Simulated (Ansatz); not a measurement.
## BBrGeH4, SMILES [BH2][GeH2][Br]: vertical and adiabatic energies of changing the electron count, step by step

With the Ansatz DFT code, driven from Python.

The cells in order, each with its output:

**Cell 1**
```python
import ansatz as az
from ase import Atoms
import numpy as np
```

**Cell 2**
```python
atoms = Atoms(["B", "Ge", "Br", "H", "H", "H", "H"], positions=[
    [-0.9969, -0.1486, -0.6758],
    [0.6094, -0.1119, 0.4611],
    [1.5649, 2.001, 0.3953],
    [-1.6187, -1.075, -0.7973],
    [-1.3657, 0.8742, -1.2713],
    [0.228, -0.4486, 1.9194],
    [1.6401, -1.1592, -0.0771],
])
bbrgeh4 = az.Crystal.molecule_from_ase(atoms)
```

**Cell 3**
```python
job = (
    bbrgeh4.calculation()
    .basis(gaussian="def2-SVP")
    .functional("cam_b3lyp")
)
symbols = [site.symbol for site in bbrgeh4.cartesian_sites]
start = np.array([site.position_ang for site in bbrgeh4.cartesian_sites], dtype=float)
report = job.relax(force_tolerance=0.01).run(threads=1).report
end = np.array(report["positions_ang"])
```

**Cell 4**
```python
minimum = az.Crystal.molecule()
for symbol, place in zip(symbols, end):
    minimum = minimum.atom(symbol, place.tolist())
ion = minimum.calculation()
ion = ion.basis(gaussian="def2-SVP").functional("cam_b3lyp")
ion = ion.charge(1)
ion = ion.spin("collinear", total=1)
vertical = ion.run(threads=1).report
settled = ion.relax(force_tolerance=0.01, max_steps=80).run(threads=1).report
print(f"vertical ionisation energy   {vertical['free_energy_ev'] - report['free_energy_ev']:.3f} eV")
print(f"adiabatic, no zero point     {settled['free_energy_ev'] - report['free_energy_ev']:.3f} eV")
print(f"relaxation energy of the ion {vertical['free_energy_ev'] - settled['free_energy_ev']:.3f} eV")
ionised = np.array(settled["positions_ang"])
print("final positions (A) and the move of each atom")
for symbol, xyz, old in zip(symbols, ionised, end):
    print(f"{symbol:2s} {xyz[0]:10.5f} {xyz[1]:10.5f} {xyz[2]:10.5f}   {np.linalg.norm(xyz - old):7.4f}")
```
Output:
```text
vertical ionisation energy   10.119 eV
adiabatic, no zero point     9.770 eV
relaxation energy of the ion 0.349 eV
final positions (A) and the move of each atom
B    -1.10295   -0.05796   -0.77649    0.0890
Ge    0.76517   -0.14494    0.57577    0.1904
Br    1.50679    1.96837    0.37957    0.1651
H    -1.51606   -1.17816   -0.65999    0.2481
H    -1.35278    0.96668   -1.32978    0.1298
H     0.14237   -0.45408    1.93410    0.1527
H     1.61856   -1.16801   -0.16886    0.1658
```

The energies are electronic: no zero-point or thermal terms, and the basis set is short of its limit. The product may relax into another structure. The relaxation finds the nearest minimum, so the adiabatic value is an upper bound. Timing: 3.3 min on 1 thread of Arm Neoverse V1 (shared host), peak memory 0.49 GiB.

(Lines on the test bed's own set-up are left out of the output.)
